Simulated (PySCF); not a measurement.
# C6H9FS: magnetic properties

What do calculations give for the magnetic properties of C6H9FS (`CC1=C[C@@H](F)CCS1`)?

Computed with PySCF 2.14.0 and routines of our own; the level stands in each step. Atoms count from 0.

## Step 1: The starting structure

17 atoms, charge 0, multiplicity 1; geometry from: GFN2-xTB.

## Step 2: Magnetic properties: GIAO CAM-B3LYP/pcSseg-1

What the job is given:

```
{"job": {"kind": "mag", "xc": "CAM-B3LYP", "basis": "pcSseg-1", "isotopologues": 2}, "charge": 0, "multiplicity": 1}
C      2.594577     0.239572     0.418246
C      1.120382     0.082876     0.231802
C      0.455211     0.606510    -0.795724
C     -1.021469     0.551501    -1.031665
F     -1.288983    -0.319579    -2.092016
C     -1.831966     0.098319     0.176555
C     -1.252570    -1.176143     0.759601
S      0.362908    -0.841161     1.525688
H      3.023546     0.838428    -0.380581
H      2.797492     0.719084     1.374576
H      3.074614    -0.737446     0.431606
H      1.016451     1.116130    -1.566591
H     -1.377736     1.531070    -1.381264
H     -1.826365     0.892153     0.925804
H     -2.861913    -0.078514    -0.140373
H     -1.110427    -1.928839    -0.016512
H     -1.880750    -1.581932     1.550940
```

With the program's defaults for keys left out, this is: GIAO CAM-B3LYP/pcSseg-1 magnetisability, rotational g tensor and spin-rotation constants, non-relativistic, gas phase.

On the command line:

```bash
$ OMP_NUM_THREADS=1 python excited_run.py task.json out
```

This one command runs all jobs of the session in turn.

Log:

```text
coarse grid: 14808 points
cycle   1  E = -731.7453452852  dE =  1.289e+00  |g| = 5.700e-01  |ddm| = 3.755e+00
cycle   2  E = -731.7420905054  dE =  3.255e-03  |g| = 6.810e-01  |ddm| = 8.872e-01
cycle   3  E = -731.8096231552  dE = -6.753e-02  |g| = 6.092e-02  |ddm| = 4.660e-01
cycle   4  E = -731.8102672310  dE = -6.441e-04  |g| = 2.776e-02  |ddm| = 7.196e-02
cycle   5  E = -731.8104395329  dE = -1.723e-04  |g| = 5.431e-03  |ddm| = 3.204e-02
cycle   6  E = -731.8104474400  dE = -7.907e-06  |g| = 1.680e-03  |ddm| = 9.077e-03
final grid: 138952 points
cycle   7  E = -731.8805941309  dE = -3.237e-05  |g| = 5.539e-03  |ddm| = 1.932e-02
cycle   8  E = -731.8805923211  dE =  1.810e-06  |g| = 6.632e-03  |ddm| = 9.789e-03
cycle   9  E = -731.8806005813  dE = -8.260e-06  |g| = 5.492e-04  |ddm| = 5.143e-03
cycle  10  E = -731.8806006320  dE = -5.068e-08  |g| = 1.940e-04  |ddm| = 5.539e-04
cycle  11  E = -731.8806006409  dE = -8.888e-09  |g| = 5.761e-05  |ddm| = 2.568e-04
cycle  12  E = -731.8806006416  dE = -7.699e-10  |g| = 1.534e-05  |ddm| = 7.164e-05
converged SCF energy = -731.8806006416

Magnetisability tensor (1e-30 J/T^2)
    -1369.36        1.69      -22.39
        1.69    -1421.69      -85.73
      -22.39      -85.73    -1336.86
isotropic -1375.97   principal values   -1475.95  -1372.75  -1279.20
isotropic susceptibility -82.863 1e-6 cm^3/mol

Inertial axes            a          b          c
rot. const./GHz      2.5644     1.5021     1.0595
chi total           -82.705    -77.805    -88.078
chi diamagnetic    -588.354   -890.924  -1224.231
chi paramagnetic    505.649    813.118   1136.153
quadrupole/D A       -3.096      5.207     -2.111
g nuclear            0.5922     0.5569     0.5609
g electronic        -0.6092    -0.5738    -0.5655
g total             -0.0170    -0.0169    -0.0046

Spin-rotation constants (kHz, H = +C I.J)
atom  isotope        aa         bb         cc
  4    19F        0.825      0.988      1.019
  8     1H       -0.267      0.047     -0.126
  9     1H       -0.110     -0.150     -0.051
 10     1H       -0.205     -0.163      0.001
 11     1H       -0.254      0.151     -0.126
 12     1H       -0.123     -0.095     -0.022
 13     1H       -0.254     -0.161      0.007
 14     1H        0.022     -0.113     -0.124
 15     1H       -0.256     -0.129      0.018
 16     1H       -0.280      0.053     -0.120
  0    13C*       0.369      0.224      0.184
  1    13C*       1.091      0.729      0.158
  2    13C*       0.806      0.671      0.167
  3    13C*       0.696      0.423      0.199
  5    13C*       0.431      0.276      0.161
  6    13C*       0.384      0.251      0.171
  7    33S*       0.910      0.346      0.279
* in the singly substituted isotopologue

Isotopologues: g along a, b, c
2H    at 8,9,10,11,12,1    -0.0154    -0.0146    -0.0040
13C   at 0                 -0.0170    -0.0165    -0.0046
```

Wall time 83 s (1 thread of Arm Neoverse N1, shared host); peak memory 0.96 GiB.

From this job:

```
              quantity                      value
       magnetisability           -1376·10⁻³⁰ J/T²
  molar susceptibility         -82.9·10⁻⁶ cm³/mol
rotational g (a, b, c)  -0.0170, -0.0169, -0.0046
```

The fields below are evaluated on a grid from the run's orbitals.

Frontier orbitals at CAM-B3LYP/pcSseg-1, with the share of their density that lies nearest to each atom:

```csv
orbital,energy (eV),lies on
HOMO,-7.63,S7 53 %; C2 23 %; C1 9 %
LUMO,1.14,C1 34 %; C2 23 %; S7 8 %
```

ELF in a plane through or near 10 of the atoms.

Ten even steps from ' ' (0.00) to '@' (1.00):
```
                                                        
                                                        
                    ..::::..                            
                  ..==****++--    ..**##::              
                  --##@@@@%%**....%%@@@@@@--            
                  ::%%@@++--++==--@@@@@@@@==            
          ..::..    ====++++::%%++**@@@@++              
        ..::++++::  --##--::++%%--..**--                
        ..--****==++++%%%%++--==**%%%%--::--::          
        ..--==**..@@--==++::    ==##==##@@@@@@##        
        ==##@@**++##====%%==::::**##==%%@@@@@@%%        
      --@@@@@@@@**  --**==::%%##--%%**--##@@%%==        
      --@@@@@@@@--  ==##----%%==@@----    ::..          
        **@@@@++  --@@@@@@++++++**##--                  
                  ##@@@@@@::  ==%%##--                  
                  **@@@@##    ::++++::                  
                    ..::        ....                    
                                                        
                                                        
                                                        
```
The map spans 11.3 Å across and 9.5 Å up, centred on the molecule. Atoms in the plane (x, y in Å): C0 (-2.6, 0.2), C1 (-1.1, 0.2), C2 (-0.5, -1.0), C3 (1.0, -1.2), C6 (1.3, 1.3), S7 (-0.4, 1.7), H8 (-3.1, -0.7), H11 (-1.0, -1.9), H14 (2.8, -0.1), H16 (2.0, 2.1).

log10 of the density (e/Å³) in the same plane.

Ten even steps from ' ' (-4.0) to '@' (1.6):
```
                                                        
                    ............                        
                ..::----------::::::::::..              
              ..::--==========------==----::            
        ......::--==++********++++++**++==--..          
      ..::::------==++**####********##**++--::..        
    ..::--========++**##@@@@##########**++--::..        
    ::--==++****++++**############%%##**==--::::..      
  ..::--==++**####****####******######**++==----..      
  ..::--++++##@@####%%@@##**++++**######****==--::..    
  ..::--++**##############********########**++==::..    
    ::--++**####**++**##@@##########****++++==--::      
    ..--==++****++++**##%%######@@##**++====--::..      
    ..::--========++**####****######**==--::::..        
      ....::::::--==++****++++++****++==--..            
            ....::--==++========++++==--::..            
                ..::::----::::------::::..              
                  ..............::......                
                                                        
                                                        
```
The map spans 11.3 Å across and 9.5 Å up, centred on the molecule. Atoms in the plane (x, y in Å): C0 (-2.6, 0.2), C1 (-1.1, 0.2), C2 (-0.5, -1.0), C3 (1.0, -1.2), C6 (1.3, 1.3), S7 (-0.4, 1.7), H8 (-3.1, -0.7), H11 (-1.0, -1.9), H14 (2.8, -0.1), H16 (2.0, 2.1).

On the surface of density 0.002 e/bohr³ the electrostatic potential runs, from the 1st to the 99th percentile, from -1.18 V near F4 to 0.87 V near H16.

## Step 3: Magnetic properties: GIAO LDA/pcSseg-0

Settings changed since step 2:

```diff
@@ -1,2 +1,2 @@
-{"job": {"kind": "mag", "xc": "CAM-B3LYP", "basis": "pcSseg-1", "isotopologues": 2}, "charge": 0, "multiplicity": 1}
+{"job": {"kind": "mag", "xc": "LDA", "basis": "pcSseg-0"}, "charge": 0, "multiplicity": 1}
 C      2.594577     0.239572     0.418246
```

With the program's defaults for keys left out, this is: GIAO LDA/pcSseg-0 magnetisability, rotational g tensor and spin-rotation constants, non-relativistic, gas phase.

Log:

```text
coarse grid: 14808 points
cycle   1  E = -726.7236637194  dE =  7.332e-01  |g| = 5.698e-01  |ddm| = 4.478e+00
cycle   2  E = -726.6136722853  dE =  1.100e-01  |g| = 9.455e-01  |ddm| = 1.699e+00
cycle   3  E = -726.7894042440  dE = -1.757e-01  |g| = 1.580e-01  |ddm| = 1.116e+00
cycle   4  E = -726.7953597374  dE = -5.955e-03  |g| = 6.112e-02  |ddm| = 3.066e-01
cycle   5  E = -726.7962126589  dE = -8.529e-04  |g| = 2.812e-02  |ddm| = 1.011e-01
cycle   6  E = -726.7963900850  dE = -1.774e-04  |g| = 4.821e-03  |ddm| = 3.366e-02
cycle   7  E = -726.7963955576  dE = -5.473e-06  |g| = 1.633e-03  |ddm| = 1.033e-02
final grid: 138952 points
cycle   8  E = -726.7523885799  dE = -3.484e-05  |g| = 6.821e-03  |ddm| = 3.861e-02
cycle   9  E = -726.7523657452  dE =  2.283e-05  |g| = 1.237e-02  |ddm| = 2.034e-02
cycle  10  E = -726.7523982797  dE = -3.253e-05  |g| = 1.393e-03  |ddm| = 1.521e-02
cycle  11  E = -726.7523986969  dE = -4.172e-07  |g| = 5.782e-04  |ddm| = 2.626e-03
cycle  12  E = -726.7523987767  dE = -7.978e-08  |g| = 2.142e-04  |ddm| = 9.317e-04
cycle  13  E = -726.7523987878  dE = -1.112e-08  |g| = 3.555e-05  |ddm| = 2.735e-04
cycle  14  E = -726.7523987881  dE = -3.181e-10  |g| = 1.076e-05  |ddm| = 7.022e-05
converged SCF energy = -726.7523987881

Magnetisability tensor (1e-30 J/T^2)
    -1425.97        3.13      -27.43
        3.13    -1473.25     -102.18
      -27.43     -102.18    -1383.32
isotropic -1427.51   principal values   -1541.28  -1429.96  -1311.30
isotropic susceptibility -85.967 1e-6 cm^3/mol

Inertial axes            a          b          c
rot. const./GHz      2.5644     1.5021     1.0595
chi total           -86.122    -79.957    -91.822
chi diamagnetic    -588.252   -890.809  -1224.086
chi paramagnetic    502.131    810.852   1132.264
quadrupole/D A       -3.063      5.217     -2.154
g nuclear            0.5922     0.5569     0.5609
g electronic        -0.6049    -0.5722    -0.5636
g total             -0.0128    -0.0153    -0.0027

Spin-rotation constants (kHz, H = +C I.J)
atom  isotope        aa         bb         cc
  4    19F        0.593      0.779      1.200
  8     1H       -0.291      0.034     -0.135
  9     1H       -0.136     -0.163     -0.057
 10     1H       -0.232     -0.175     -0.005
 11     1H       -0.270      0.129     -0.136
 12     1H       -0.144     -0.105     -0.029
 13     1H       -0.269     -0.178     -0.004
 14     1H       -0.001     -0.125     -0.134
 15     1H       -0.274     -0.142      0.008
 16     1H       -0.305      0.040     -0.129
  0    13C*       0.338      0.210      0.179
  1    13C*       1.072      0.688      0.145
  2    13C*       0.783      0.642      0.151
  3    13C*       0.681      0.422      0.186
  5    13C*       0.405      0.252      0.141
  6    13C*       0.342      0.246      0.156
  7    33S*       0.849      0.347      0.253
* in the singly substituted isotopologue
```

Run time: 19 s. Hardware: 1 thread of Arm Neoverse N1, shared host; peak memory 0.44 GiB.

Key values:

```csv
quantity,value
magnetisability,-1428·10⁻³⁰ J/T²
molar susceptibility,-86.0·10⁻⁶ cm³/mol
"rotational g (a, b, c)","-0.0128, -0.0153, -0.0027"
```

## Step 4: The levels compared

```
                  level  ξ (10⁻³⁰ J/T²)     g(a)     g(b)  gap (eV)  functions  time
GIAO CAM-B3LYP/pcSseg-1           -1376  -0.0170  -0.0169      8.77        188  83 s
      GIAO LDA/pcSseg-0           -1428  -0.0128  -0.0153      4.37         94  19 s
```

## Step 5: Results

| quantity | value |
| --- | --- |
| magnetisability (step 2, GIAO CAM-B3LYP/pcSseg-1) | -1376·10⁻³⁰ J/T² |
| molar susceptibility (step 2, GIAO CAM-B3LYP/pcSseg-1) | -82.9·10⁻⁶ cm³/mol |
| rotational g (a, b, c) (step 2, GIAO CAM-B3LYP/pcSseg-1) | -0.0170, -0.0169, -0.0046 |
| surface potential, 1st and 99th percentile | -1.18 V and 0.87 V |
| magnetisability over the levels | -1428 to -1376·10⁻³⁰ J/T² |

**Reading.** The magnetisability spreads by 3.7 % over 2 levels, from GIAO LDA/pcSseg-0 (19 s) to GIAO CAM-B3LYP/pcSseg-1 (83 s); the runs took 19 s to 83 s. Two levels can agree by chance, so this spread shows no convergence. Vibrational averaging and real surroundings are missing from these values.
